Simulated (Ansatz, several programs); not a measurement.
Si3C, ordered on the diamond lattice (P-4m2) with 4 atoms a cell, relaxed with r2SCAN in Ansatz (plane waves, PAW): the symmetry is P-4m2 (No. 115, tetragonal); a = 3.432 Å, c = 5.000 Å in the conventional setting, 14.72 Å³ an atom. C has 4 Si at 1.99 Å; Si has 2 C at 1.99 Å and 2 Si at 2.27 Å; Si has 4 Si at 2.27 Å. The cell was then scaled with its shape and fractional coordinates held, which makes it stiffer than a relaxed compression. (Calculated; spin-unpolarised; the phase may be known or hypothetical.)

```tsv
V (Å³/atom)	E (meV/atom)
13.840	25.14
14.281	5.89
14.723	0.00
15.606	21.07
```

**Question.** Pass a cubic E = c₀ + c₁u + c₂u² + c₃u³, with u = V − 14.613 Å³, through these points.

**Answer.** c₀ = 0.31, c₁ = -6.182, c₂ = 30.807, c₃ = -3.5544 (meV and Å³).

**Question.** Where is the minimum, and what bulk modulus follows?

**Answer.** dE/du = 0 at u = +0.102, so V₀ = 14.72 Å³. B = V₀ d²E/dV² = 14.72 × (2c₂ + 6c₃u) = 14.72 × 59.435 = 875 meV/Å³, and 1 meV/Å³ is 0.16022 GPa: 140 GPa. A third-order Birch-Murnaghan fit to all five points gives 14.72 Å³ and 139 GPa.

**Question.** Predict the energy and the pressure at the withheld volume, 15.165 Å³.

**Answer.** With u = +0.552: E ≈ 5.69 meV and P = −dE/dV ≈ -3.94 GPa. The run gives 5.62 meV and, from its stress, -3.92 GPa.
